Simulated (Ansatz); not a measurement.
**CH₈B₂InN: up Jacob's ladder to CCSD(T)**

One table from this session's results is given with a row withheld; the runs are named, their logs left out.

The runs use Ansatz 0.2.0, Gaussian basis; functionals in def2-TZVPP, the program's frozen cores in correlated methods.

Levels to be run: LDA (SPW92), PBE-D4, revPBE-D4, BLYP-D4, r2SCAN-D4, B97M-V, PBE0-D4, B3LYP-D4, r2SCANh-D4, r2SCAN0-D4, HSE06-D4, BHLYP-D4, CAM-B3LYP-D4, LC-ωPBE, ωB97X-V, ωB97M-V, B2PLYP, PBE-QIDH; CCSD(T)/def2-SVP; CCSD(T)/def2-TZVPP; MP2/def2-QZVPP; extrapolation to the limit; RPA on PBE.

## The relaxed structure

The geometry comes from an earlier relaxation with PBE0-D4 in a triple-zeta def2 set; it is a stationary point, not always the lowest conformer. In takes the def2 core potential; no spin-orbit term is included.

SMILES `CB[BH][InH][NH2]`, 13 atoms, charge 0, spin multiplicity 1.

Atoms are counted from 1 here; the program's logs count them from 0.

Bond lengths: C1–B2 1.569 Å, C1–H6 1.090 Å, C1–H7 1.098 Å, C1–H8 1.095 Å, B2–B3 1.601 Å, B2–H9 1.214 Å, B3–In4 2.269 Å, B3–H10 1.194 Å, In4–N5 2.019 Å, In4–H11 1.722 Å, N5–H12 1.007 Å, N5–H13 1.007 Å. Angles: B2–C1–H6 115.7°, B2–C1–H7 107.6°, B2–C1–H8 111.0°, H6–C1–H7 108.1°, H6–C1–H8 108.8°, H7–C1–H8 105.1°, C1–B2–B3 130.4°, C1–B2–H9 116.8°, B3–B2–H9 112.5°, B2–B3–In4 108.7°, B2–B3–H10 135.4°, In4–B3–H10 115.7°, B3–In4–N5 116.2°, B3–In4–H11 131.7°, N5–In4–H11 112.1°, In4–N5–H12 123.7°, In4–N5–H13 122.5°, H12–N5–H13 110.7°.

The first run:

File in.yaml:

```yaml
crystal:
  periodic: [false, false, false]
  atoms:
    - {symbol: C, position_ang: [-0.393811, 0.042159, 2.160762]}
    - {symbol: B, position_ang: [0.399256, -0.925581, 1.214798]}
    - {symbol: B, position_ang: [1.404120, -0.607652, 0.010293]}
    - {symbol: In, position_ang: [0.201136, -0.383433, -1.900099]}
    - {symbol: N, position_ang: [-0.722518, 1.391664, -2.168108]}
    - {symbol: H, position_ang: [-0.214878, 1.106799, 2.006949]}
    - {symbol: H, position_ang: [-0.117378, -0.204520, 3.193984]}
    - {symbol: H, position_ang: [-1.470998, -0.146036, 2.101258]}
    - {symbol: H, position_ang: [0.149628, -2.109362, 1.310259]}
    - {symbol: H, position_ang: [2.589984, -0.538343, -0.112361]}
    - {symbol: H, position_ang: [-0.133005, -1.486401, -3.180056]}
    - {symbol: H, position_ang: [-0.557732, 2.199558, -1.590484]}
    - {symbol: H, position_ang: [-1.133815, 1.661139, -3.047193]}
basis:
  gaussian: {orbitals: def2-TZVPP}
hamiltonian: {xc: lda}
output: {orbitals: {seedname: orbitals}}
```

Steps of the session up to this table: LDA; PBE-D4 (GGA); revPBE-D4 (GGA); BLYP-D4 (GGA); r2SCAN-D4 (meta-GGA); B97M-V (meta-GGA); PBE0-D4 (hybrid); B3LYP-D4 (hybrid); r2SCANh-D4 (hybrid); r2SCAN0-D4 (hybrid); HSE06-D4 (hybrid); BHLYP-D4 (hybrid); CAM-B3LYP-D4 (range-separated); LC-ωPBE (range-separated); ωB97X-V (range-separated); ωB97M-V (range-separated); B2PLYP (double hybrid); PBE-QIDH (double hybrid).

One table of the session follows, with a row left open; its other results are not shown here.

It belongs to the step «Frontier levels by functional». 

| functional | HOMO (eV) | LUMO (eV) | gap (eV) |
| --- | --- | --- | --- |
| LDA (SPW92) | -5.80 | -3.12 | 2.68 |
| PBE-D4 | -5.60 | -2.88 | 2.72 |
| revPBE-D4 | -5.52 | -2.77 | 2.75 |
| BLYP-D4 | -5.47 | -2.71 | 2.76 |
| r2SCAN-D4 | -5.81 | -2.58 | 3.22 |
| B97M-V | -5.87 | -2.65 | 3.22 |
| PBE0-D4 | -6.79 | -1.97 | 4.82 |
| B3LYP-D4 | -6.59 | -2.16 | 4.43 |
| r2SCANh-D4 | -6.27 | -2.27 | 3.99 |
| r2SCAN0-D4 | -6.95 | -1.81 | 5.14 |
| HSE06-D4 | -6.39 | -2.35 | 4.04 |
| BHLYP-D4 | -7.85 | -0.99 | 6.86 |
| CAM-B3LYP-D4 | -8.12 | -0.88 | 7.24 |
| LC-ωPBE | -9.43 | 0.27 | 9.70 |
| ωB97X-V | -9.09 | 0.13 | 9.22 |
| ωB97M-V | ? | ? | ? |

Q: Estimate the row for ωB97M-V from the others.

**Answer.** HOMO (eV): -8.97; LUMO (eV): -0.13; gap (eV): 8.84. In the column «HOMO (eV)» it lies between ωB97X-V (-9.09) and CAM-B3LYP-D4 (-8.12).
